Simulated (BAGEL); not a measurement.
# One shape, several levels: triplet C2H5GeN

Aim: a comparison of 4 runs (UHF/STO-3G, UHF/3-21G, ROHF/6-31G*, ROHF/def2-SVP) of triplet C2H5GeN. 

The results are computed with BAGEL 1.2.2.

8 further runs of the same task are left out: 6 that didn't finish, 2 set aside as unsound or not needed.

## 1. The molecule

The species is C2H5GeN (9 atoms), meant as a triplet with charge 0. SMILES of the parent species: `C1=[N][GeH2][CH2]1`. The coordinates come from a PBE0-D4/def2-TZVP relaxation. That shape belongs to the parent species and isn't relaxed for this state.

Bond lengths: C1–N2 1.278 Å, N2–Ge3 1.910 Å, C1–C4 1.512 Å, Ge3–C4 1.983 Å, C1–H5 1.098 Å, Ge3–H6 1.538 Å, Ge3–H7 1.538 Å, C4–H8 1.092 Å, C4–H9 1.092 Å. Some angles: C1–N2–Ge3 89.9°, N2–C1–C4 114.8°, N2–Ge3–C4 74.4°, C1–C4–Ge3 80.9°, N2–C1–H5 121.7°, C4–C1–H5 123.5°, N2–Ge3–H6 115.0°, N2–Ge3–H7 115.0°, C4–Ge3–H6 118.6°, C4–Ge3–H7 118.6°.

## 2. The energy at UHF/STO-3G (density fitting with cc-pvqz-jkfit) (run 1)

File input.json:

```json
{ "bagel" : [

{
  "title" : "molecule",
  "basis" : "sto-3g",
  "df_basis" : "cc-pvqz-jkfit",
  "angstrom" : true,
  "geometry" : [
    { "atom" : "C", "xyz" : [      -0.186800,      -0.549700,      -1.075100 ] },
    { "atom" : "N", "xyz" : [       1.035900,      -0.182500,      -1.141500 ] },
    { "atom" : "Ge", "xyz" : [       0.903900,       0.560600,       0.613000 ] },
    { "atom" : "C", "xyz" : [      -0.885400,      -0.197100,       0.218500 ] },
    { "atom" : "H", "xyz" : [      -0.675600,      -1.079500,      -1.903400 ] },
    { "atom" : "H", "xyz" : [       1.056500,       2.089100,       0.684100 ] },
    { "atom" : "H", "xyz" : [       1.776000,      -0.127000,       1.676700 ] },
    { "atom" : "H", "xyz" : [      -1.720500,       0.497400,       0.107000 ] },
    { "atom" : "H", "xyz" : [      -1.215600,      -1.057700,       0.803700 ] }
  ]
},

{
  "title" : "uhf",
  "nopen" : 2
},

{
  "title" : "print",
  "file" : "orbitals.molden",
  "orbitals" : true
}

]}
```

Launch:

```
$ BAGEL_NUM_THREADS=1 BAGEL input.json > input.out
```

The log of the run:

```text
* using 1 threads per process

  ===============================================================
  ===============================================================

  *** Geometry ***

  { "atom" : "C", "xyz" : [     -0.353001,     -1.038782,     -2.031645 ] },
  { "atom" : "N", "xyz" : [      1.957567,     -0.344875,     -2.157122 ] },
  { "atom" : "Ge", "xyz" : [      1.708123,      1.059380,      1.158402 ] },
  { "atom" : "C", "xyz" : [     -1.673164,     -0.372465,      0.412905 ] },
  { "atom" : "H", "xyz" : [     -1.276699,     -2.039959,     -3.596905 ] },
  { "atom" : "H", "xyz" : [      1.996496,      3.947827,      1.292762 ] },
  { "atom" : "H", "xyz" : [      3.356154,     -0.239995,      3.168504 ] },
  { "atom" : "H", "xyz" : [     -3.251274,      0.939950,      0.202201 ] },
  { "atom" : "H", "xyz" : [     -2.297151,     -1.998763,      1.518773 ] },

  Number of auxiliary basis functions:      791

  Since a DF basis is specified, we compute 2- and 3-index integrals:
    o Being stored without compression. Storage requirement is 0.009 GB

  Number of basis functions:       38
  Number of electrons      :       56

    * METHOD: MOLECULE                             0.87

  *** Open-shell HF ***

  === Nuclear Repulsion ===
   262.0286658372

      * DIIS with orbital gradients will be used.

  === UHF iteration (sto-3g) ===
      0      -2182.94996219          0.02010954           0.15
      1      -2183.02378489          0.00882847           0.15
      2      -2183.03992675          0.00418551           0.15
      3      -2183.04411100          0.00221963           0.15
      4      -2183.04710890          0.00088272           0.15
      5      -2183.04768278          0.00049693           0.15
      6      -2183.04792151          0.00018554           0.18
      7      -2183.04794932          0.00004017           0.14
      8      -2183.04795044          0.00001397           0.15
      9      -2183.04795063          0.00000782           0.15
     10      -2183.04795074          0.00000474           0.15
     11      -2183.04795077          0.00000215           0.15
     12      -2183.04795078          0.00000096           0.15
     13      -2183.04795078          0.00000058           0.15
     14      -2183.04795078          0.00000036           0.15
     15      -2183.04795078          0.00000013           0.15
     16      -2183.04795078          0.00000006           0.15
     17      -2183.04795078          0.00000005           0.14
     18      -2183.04795078          0.00000004           0.14
     19      -2183.04795078          0.00000004           0.14
     20      -2183.04795078          0.00000003           0.15
     21      -2183.04795078          0.00000002           0.15
     22      -2183.04795078          0.00000001           0.15
     23      -2183.04795078          0.00000000           0.15
    * SCF iteration converged.

    * S^2 (UHF) is 2.0086

    * Permanent dipole moment:
           (   -0.236517,    -0.424872,    -0.776813) a.u.

    * METHOD: UHF                                  3.79

    * METHOD: PRINT                                0.00

  ===============================================================
```

Wall time 5.1 s (1 thread of Intel Xeon Platinum 8259CL at 2.50GHz (Skylake/Cascade Lake), shared host); peak memory 0.098 GiB.

## 3. The energy at UHF/3-21G (density fitting with cc-pvqz-jkfit) (run 2)

File calc.json:

```json
{ "bagel": [

{
  "title": "molecule",
  "basis": "3-21g",
  "df_basis": "cc-pvqz-jkfit",
  "angstrom": "true",
  "geometry": [
    { "atom": "C", "xyz": [      -0.186800,      -0.549700,      -1.075100 ] },
    { "atom": "N", "xyz": [       1.035900,      -0.182500,      -1.141500 ] },
    { "atom": "Ge", "xyz": [       0.903900,       0.560600,       0.613000 ] },
    { "atom": "C", "xyz": [      -0.885400,      -0.197100,       0.218500 ] },
    { "atom": "H", "xyz": [      -0.675600,      -1.079500,      -1.903400 ] },
    { "atom": "H", "xyz": [       1.056500,       2.089100,       0.684100 ] },
    { "atom": "H", "xyz": [       1.776000,      -0.127000,       1.676700 ] },
    { "atom": "H", "xyz": [      -1.720500,       0.497400,       0.107000 ] },
    { "atom": "H", "xyz": [      -1.215600,      -1.057700,       0.803700 ] }
  ]
},

{ "title": "uhf", "nopen": 2 },

{ "title": "print", "file": "orbitals.molden", "orbitals": "true" }

]}
```

Launch:

```
$ BAGEL_NUM_THREADS=1 BAGEL calc.json > calc.out
```

The log of the run:

```text
* using 1 threads per process

  ===============================================================
  ===============================================================

  *** Geometry ***

  { "atom" : "C", "xyz" : [     -0.353001,     -1.038782,     -2.031645 ] },
  { "atom" : "N", "xyz" : [      1.957567,     -0.344875,     -2.157122 ] },
  { "atom" : "Ge", "xyz" : [      1.708123,      1.059380,      1.158402 ] },
  { "atom" : "C", "xyz" : [     -1.673164,     -0.372465,      0.412905 ] },
  { "atom" : "H", "xyz" : [     -1.276699,     -2.039959,     -3.596905 ] },
  { "atom" : "H", "xyz" : [      1.996496,      3.947827,      1.292762 ] },
  { "atom" : "H", "xyz" : [      3.356154,     -0.239995,      3.168504 ] },
  { "atom" : "H", "xyz" : [     -3.251274,      0.939950,      0.202201 ] },
  { "atom" : "H", "xyz" : [     -2.297151,     -1.998763,      1.518773 ] },

  Number of auxiliary basis functions:      791

  Since a DF basis is specified, we compute 2- and 3-index integrals:
    o Being stored without compression. Storage requirement is 0.022 GB

  Number of basis functions:       59
  Number of electrons      :       56

    * METHOD: MOLECULE                             0.81

  *** Open-shell HF ***

  === Nuclear Repulsion ===
   262.0286658372

      * DIIS with orbital gradients will be used.

  === UHF iteration (3-21g) ===
      0      -2197.33071387          0.03557529           0.26
      1      -2197.45155965          0.02255818           0.25
      2      -2197.49438789          0.01405791           0.25
      3      -2197.51495164          0.00373075           0.29
      4      -2197.52254248          0.00212879           0.25
      5      -2197.52560786          0.00103196           0.24
      6      -2197.52641407          0.00059618           0.24
      7      -2197.52673418          0.00027578           0.24
      8      -2197.52679669          0.00011674           0.24
      9      -2197.52680472          0.00002996           0.25
     10      -2197.52680532          0.00000809           0.24
     11      -2197.52680551          0.00000379           0.24
     12      -2197.52680557          0.00000184           0.24
     13      -2197.52680558          0.00000136           0.24
     14      -2197.52680559          0.00000074           0.24
     15      -2197.52680559          0.00000029           0.24
     16      -2197.52680559          0.00000012           0.25
     17      -2197.52680559          0.00000005           0.25
     18      -2197.52680559          0.00000003           0.24
     19      -2197.52680559          0.00000001           0.24
     20      -2197.52680559          0.00000001           0.24
    * SCF iteration converged.

    * S^2 (UHF) is 2.0197

    * Permanent dipole moment:
           (    0.121965,    -0.298256,    -0.753992) a.u.

    * METHOD: UHF                                  5.47

    * METHOD: PRINT                                0.01

  ===============================================================
```

Run time: 6.6 s. Hardware: 1 thread of Intel Xeon Platinum 8259CL at 2.50GHz (Skylake/Cascade Lake), shared host; peak memory 0.14 GiB.

Run 3 isn't shown in full; the table further down has it.

## 4. A single-point energy at ROHF/def2-SVP (density fitting with cc-pvqz-jkfit) (run 4)

input.json, as its differences from that of step 2:

```diff
@@ -4,3 +4,3 @@
   "title" : "molecule",
-  "basis" : "sto-3g",
+  "basis" : "svp",
   "df_basis" : "cc-pvqz-jkfit",
@@ -20,12 +20,5 @@
 
-{
-  "title" : "uhf",
-  "nopen" : 2
-},
+{ "title" : "rohf", "nopen" : 2 },
 
-{
-  "title" : "print",
-  "file" : "orbitals.molden",
-  "orbitals" : true
-}
+{ "title" : "print", "file" : "orbitals.molden", "orbitals" : true }
```

Launch:

```
$ BAGEL_NUM_THREADS=1 BAGEL input.json > input.out
```

The log of the run:

```text
* using 1 threads per process

  ===============================================================
  ===============================================================

  *** Geometry ***

  { "atom" : "C", "xyz" : [     -0.353001,     -1.038782,     -2.031645 ] },
  { "atom" : "N", "xyz" : [      1.957567,     -0.344875,     -2.157122 ] },
  { "atom" : "Ge", "xyz" : [      1.708123,      1.059380,      1.158402 ] },
  { "atom" : "C", "xyz" : [     -1.673164,     -0.372465,      0.412905 ] },
  { "atom" : "H", "xyz" : [     -1.276699,     -2.039959,     -3.596905 ] },
  { "atom" : "H", "xyz" : [      1.996496,      3.947827,      1.292762 ] },
  { "atom" : "H", "xyz" : [      3.356154,     -0.239995,      3.168504 ] },
  { "atom" : "H", "xyz" : [     -3.251274,      0.939950,      0.202201 ] },
  { "atom" : "H", "xyz" : [     -2.297151,     -1.998763,      1.518773 ] },

  Number of auxiliary basis functions:      791

  Since a DF basis is specified, we compute 2- and 3-index integrals:
    o Being stored without compression. Storage requirement is 0.062 GB

  Number of basis functions:       99
  Number of electrons      :       56

    * METHOD: MOLECULE                             1.10

  *** Open-shell HF ***

  === Nuclear Repulsion ===
   262.0286658372

      * DIIS with orbital gradients will be used.

  === ROHF iteration (svp) ===
      0      -2207.68961077          0.02625450           0.45
      1      -2207.82612227          0.01725942           0.48
      2      -2207.87389751          0.01002012           0.47
      3      -2207.90000767          0.00286686           0.45
      4      -2207.90635176          0.00179409           0.50
      5      -2207.91065613          0.00093375           0.46
      6      -2207.91227482          0.00047447           0.45
      7      -2207.91281924          0.00028108           0.45
      8      -2207.91301166          0.00014149           0.49
      9      -2207.91308111          0.00005891           0.44
     10      -2207.91311203          0.00002225           0.50
     11      -2207.91311893          0.00001175           0.45
     12      -2207.91311942          0.00000440           0.49
     13      -2207.91312016          0.00000247           0.51
     14      -2207.91312019          0.00000143           0.51
     15      -2207.91312024          0.00000092           0.46
     16      -2207.91312028          0.00000052           0.47
     17      -2207.91312036          0.00000025           0.48
     18      -2207.91312043          0.00000015           0.46
     19      -2207.91312044          0.00000006           0.46
     20      -2207.91312046          0.00000003           0.51
     21      -2207.91312047          0.00000002           0.47
     22      -2207.91312047          0.00000001           0.44
    * SCF iteration converged.

    * S^2 (ROHF) is 2.0000

    * Permanent dipole moment:
           (    0.123142,    -0.281298,    -0.717021) a.u.

    * METHOD: ROHF                                11.33

    * METHOD: PRINT                                0.02

  ===============================================================
```

Run time: 13 s. Hardware: 1 thread of Intel Xeon Platinum 8259CL at 2.50GHz (Skylake/Cascade Lake), shared host; peak memory 0.22 GiB.

## 5. All runs side by side

```
run                                                                  level   energy (Eh)  dipole moment (D)   ⟨S²⟩  wall time
  1                        UHF/STO-3G (density fitting with cc-pvqz-jkfit)  -2183.047951               2.33  2.009      5.1 s
  2                         UHF/3-21G (density fitting with cc-pvqz-jkfit)  -2197.526806               2.08  2.020      6.6 s
  3  ROHF/6-31G* (density fitting with cc-pvqz-jkfit, spherical functions)  -2207.977440               2.06  2.000       11 s
  4                     ROHF/def2-SVP (density fitting with cc-pvqz-jkfit)  -2207.913120               1.98  2.000       13 s
```

## 6. Outcome

| quantity | value |
| --- | --- |
| run 4: total energy | -2207.91312 Eh |
| run 4: dipole moment | 1.98 D |
| run 4: ⟨S²⟩ | 2.000 |

**Reading.** The dipole moment (its size) runs from 1.98 D (ROHF/def2-SVP) to 2.33 D (UHF/STO-3G). The two ends differ in method and basis. In run 1 the basis is minimal, so the values are rough. All runs together took 36 s, the longest 13 s.
